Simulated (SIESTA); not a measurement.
HPbNO4:

```
CELL_PARAMETERS angstrom
4.19923 0.11117 0.16817
1.91600 3.89132 0.12568
1.76085 1.25259 6.37266
ATOMIC_POSITIONS crystal
H 0.89145 0.68202 0.62796
Pb 0.14426 0.92872 0.88352
N 0.25670 0.28861 0.30171
O 0.83108 0.65056 0.78405
O 0.38694 0.22380 0.11295
O 0.31104 0.03576 0.45856
O 0.07726 0.60633 0.32275
```

The cell was built by a generator and needn't be a form met in nature.

| Item | Value |
| --- | --- |
| Program | SIESTA 5.4.2 |
| Task | single point |
| Functional | PBE |
| Potentials or basis | PseudoDojo 0.4 standard (PBE files) |
| Basis | DZP (energy shift 0.003 Ry; two zetas on semicore shells) |
| Grid cutoff | 800 Ry |
| Energy shift | 0.003 Ry |
| k mesh | 7 × 7 × 5 |
| Occupations | fermi-dirac, width 0.05 eV |
| Spin | no spin polarisation |

On this cell: pressure 2.6 GPa; largest force 1.327 eV/Å; band gap on the k mesh 2.81 eV, indirect (least direct gap 2.83 eV).

The same run follows on a disturbed copy (atoms moved at random, drawn with an rms of 0.05 Å):

```xyz
7
Lattice="4.1992 0.1112 0.1682 1.9160 3.8913 0.1257 1.7609 1.2526 6.3727" Properties=species:S:1:pos:R:3 pbc="T T T"
H     6.0968    3.5011    4.2663
Pb    3.9211    4.6970    5.7934
N     2.2091    1.5515    2.0041
O     6.1304    3.5750    5.1987
O     2.2001    1.0010    0.8107
O     2.1958    0.7900    2.9763
O     2.0005    2.7556    2.1324
```

**Question.** What does the disturbed cell give?

**Answer.** The energy moves by +35.7 meV/atom; pressure 4.9 GPa; largest force 3.083 eV/Å; band gap on the k mesh 2.81 eV, indirect (least direct gap 2.83 eV).

Forces in eV/Å, atoms in the order of the input:
```
H    0.032 -0.177 -3.039
Pb   0.028  0.124  0.020
N   -1.443 -1.785 -1.171
O   -0.107  0.125  3.079
O    0.659  0.365 -0.627
O    0.645 -1.592  1.908
O    0.186  2.940 -0.170
```

Stress tensor (GPa, compression positive):
```
-0.23 -0.88  0.17
-0.88  6.62 -2.02
 0.17 -2.02  8.34
```

Caveats: spin-orbit coupling is left out, which as a rule narrows the gap of such compounds by several tenths of an eV; an odd mesh through Γ misses points on the zone boundary, where band edges often lie; the basis of atomic orbitals isn't converged, which shifts pressures, moduli and gaps; forces of over 1 eV/Å show positions far from the minimum, so gaps and moduli don't describe the material at rest (some runs).
